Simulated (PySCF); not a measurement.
# C2H5N3Si: electronic excitations and core binding energies

Wanted: the electronic excitations and core binding energies of C2H5N3Si (`[SiH3]n1ccnn1`), by calculation.

Programs: PySCF 2.14.0, with density-fitted response routines of our own. Each step states its level of theory. These are calculated values for one molecule in the gas phase, unless marked as measured. Atoms count from 0, in the outputs and in this text.

## 1. The starting structure

11 atoms, charge 0, multiplicity 1; geometry from: GFN2-xTB.

Bonds of the start (Å): Si0–N1 1.76, N1–C2 1.36, C2–C3 1.37, C3–N4 1.35, N4–N5 1.27, N5–N1 1.34, Si0–H6 1.46, Si0–H7 1.46, Si0–H8 1.45, C2–H9 1.07, C3–H10 1.07.

## 2. Excited states and response: CAM-B3LYP/def2-SVPD

What the job is given:

```
{"job": {"kind": "uv", "xc": "CAM-B3LYP", "basis": "def2-SVPD", "nstates": 8, "ntriplets": 3}, "charge": 0, "multiplicity": 1}
Si    -1.874604    -0.005815     0.015531
N     -0.123757    -0.163375    -0.100648
C      0.883027     0.579378     0.421418
C      2.035599    -0.001781    -0.039444
N      1.681966    -1.054286    -0.809153
N      0.416394    -1.145670    -0.842732
H     -2.142837     0.317161     1.417485
H     -2.260472     1.102092    -0.858356
H     -2.367434    -1.303861    -0.410273
H      0.697164     1.423698     1.050622
H      3.060377     0.255128     0.129586
```

With the program's defaults for keys left out, this is: TDDFT CAM-B3LYP/def2-SVPD, vertical, gas phase, core orbitals frozen in the response.

Launch:

```bash
$ OMP_NUM_THREADS=1 python probes_run.py task.json out
```

The driver reads the jobs from task.json and runs them one after another.

**Question.** This job is followed by: delta-SCF UKS SCAN, pcX-2 on the ionised atom, pcseg-1 elsewhere, spin-free X2C. Predict these results of the whole session: lowest singlet (CAM-B3LYP/def2-SVPD); brightest single state of those computed; lowest triplet; N1s binding energies, SCAN/pcX-2; C1s binding energies, SCAN/pcX-2; Si1s binding energies, SCAN/pcX-2; Si2p binding energies, SCAN/pcX-2.

The runs gave:

| quantity | value |
| --- | --- |
| lowest singlet (CAM-B3LYP/def2-SVPD) | 5.59 eV (222 nm), f = 0.005 |
| brightest single state of those computed | state 2, 6.61 eV, f = 0.093 |
| lowest triplet | 4.58 eV |
| N1s binding energies, SCAN/pcX-2 | N1 406.65, N5 406.08, N4 405.37 eV |
| C1s binding energies, SCAN/pcX-2 | C2 291.66, C3 291.13 eV |
| Si1s binding energies, SCAN/pcX-2 | Si0 1847.74 eV |
| Si2p binding energies, SCAN/pcX-2 | Si0 108.17 eV |

What this shows: The first singlet state (HOMO−1→LUMO+1 0.43, HOMO−1→LUMO 0.37) lies at 5.59 eV and is weak; of the 8 states computed, the strongest absorption comes from state 2 at 6.61 eV. The lowest triplet lies 1.01 eV below the lowest singlet (triplets in Tamm-Dancoff, singlets in full TDDFT). N1 (pyrrole-type ring nitrogen) binds its N1s electron 1.27 eV more tightly than N4 (pyridine-type nitrogen of an azole). C2 (aromatic CH next to a ring nitrogen) binds its C1s electron 0.53 eV more tightly than C3 (aromatic CH next to a ring nitrogen).
